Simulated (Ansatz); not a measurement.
# CH₄ClIOZr: up Jacob's ladder to CCSD(T)

The task here is to estimate one member of a computed series from the others.

Method: functionals in def2-TZVPP, the program's frozen cores in correlated methods; program: Ansatz 0.2.0, Gaussian basis.

Levels to be run: LDA (SPW92), PBE-D4, revPBE-D4, BLYP-D4, r2SCAN-D4, B97M-V, PBE0-D4, B3LYP-D4, r2SCANh-D4, r2SCAN0-D4, HSE06-D4, BHLYP-D4, CAM-B3LYP-D4, LC-ωPBE, ωB97X-V, ωB97M-V, B2PLYP, PBE-QIDH; CCSD(T)/def2-SVP; MP2/def2-TZVPP; MP2/def2-QZVPP; RPA on PBE.

1 further run of the same task is left out (for a known fault of the program). Runs told in other sessions of the task aren't counted.

**The geometry**

An earlier PBE0-D4 in a triple-zeta def2 set relaxation fixed the geometry. Zr, I take the def2 core potential; no spin-orbit term is included.

SMILES `[CH3][Zr]([OH])([Cl])[I]`, 9 atoms, charge 0, spin multiplicity 1.

Atoms are counted from 1 here; the program's logs count them from 0.

Bond lengths: C1–Zr2 2.189 Å, C1–H6 1.096 Å, C1–H7 1.096 Å, C1–H8 1.096 Å, Zr2–O3 1.887 Å, Zr2–Cl4 2.346 Å, Zr2–I5 2.727 Å, O3–H9 0.954 Å. Angles: Zr2–C1–H6 110.0°, Zr2–C1–H7 111.0°, Zr2–C1–H8 110.8°, H6–C1–H7 108.3°, H6–C1–H8 108.4°, H7–C1–H8 108.2°, C1–Zr2–O3 104.5°, C1–Zr2–Cl4 106.1°, C1–Zr2–I5 106.7°, O3–Zr2–Cl4 112.4°, O3–Zr2–I5 112.4°, Cl4–Zr2–I5 113.9°, Zr2–O3–H9 168.9°.

The first run:

The input, in.yaml:

```yaml
crystal:
  periodic: [false, false, false]
  atoms:
    - {symbol: C, position_ang: [-0.885728, -0.333675, 1.056113]}
    - {symbol: Zr, position_ang: [0.214252, 0.052672, -0.796764]}
    - {symbol: O, position_ang: [1.939093, 0.561353, -0.226379]}
    - {symbol: Cl, position_ang: [0.226033, -1.971825, -1.981435]}
    - {symbol: I, position_ang: [-1.095077, 2.074078, -2.075752]}
    - {symbol: H, position_ang: [-1.914898, -0.632260, 0.825415]}
    - {symbol: H, position_ang: [-0.414548, -1.137221, 1.633120]}
    - {symbol: H, position_ang: [-0.919334, 0.564147, 1.683211]}
    - {symbol: H, position_ang: [2.850207, 0.822730, -0.117539]}
basis:
  gaussian: {orbitals: def2-TZVPP}
hamiltonian: {xc: lda}
output: {orbitals: {seedname: orbitals}}
```

Started as:

```console
ansatz run in.yaml --threads 4 --pin off --events-out ev --progress --plain --max-ram 10444MiB
```

Steps of the session up to this table: LDA; PBE-D4 (GGA); revPBE-D4 (GGA); BLYP-D4 (GGA); r2SCAN-D4 (meta-GGA); B97M-V (meta-GGA); B3LYP-D4 (hybrid); r2SCANh-D4 (hybrid); r2SCAN0-D4 (hybrid); HSE06-D4 (hybrid); BHLYP-D4 (hybrid); CAM-B3LYP-D4 (range-separated); LC-ωPBE (range-separated); ωB97X-V (range-separated); ωB97M-V (range-separated); B2PLYP (double hybrid); PBE-QIDH (double hybrid).

One of the session's tables, all rows but one given; the rest of the session is left out.

It belongs to the step «Frontier levels by functional». 

```
  functional  HOMO (eV)  LUMO (eV)  gap (eV)
 LDA (SPW92)      -6.81      -2.86      3.95
      PBE-D4      -6.66      -2.63      4.02
   revPBE-D4      -6.60      -2.55      4.05
     BLYP-D4      -6.48      -2.50      3.99
   r2SCAN-D4          ?          ?         ?
      B97M-V      -6.97      -2.39      4.57
     PBE0-D4      -7.82      -1.82      6.01
    B3LYP-D4      -7.57      -2.02      5.55
  r2SCANh-D4      -7.40      -2.17      5.23
  r2SCAN0-D4      -8.02      -1.71      6.31
    HSE06-D4      -7.43      -2.19      5.24
    BHLYP-D4      -8.76      -0.83      7.93
CAM-B3LYP-D4      -9.03      -0.73      8.30
     LC-ωPBE     -10.36       0.38     10.75
     ωB97X-V     -10.03       0.30     10.33
     ωB97M-V      -9.91       0.20     10.11
```

Estimate the missing values for r2SCAN-D4.

Worked estimate for «HOMO (eV)». Against the share of exact exchange, r2SCANh-D4 (0.1, -7.40), r2SCAN0-D4 (0.25, -8.02) give a slope of -4.13 per unit share; at 0 the line stands at -6.99.

**Answer.** HOMO (eV): -6.96; LUMO (eV): -2.47; gap (eV): 4.49. In «HOMO (eV)» the line misses by -0.03.
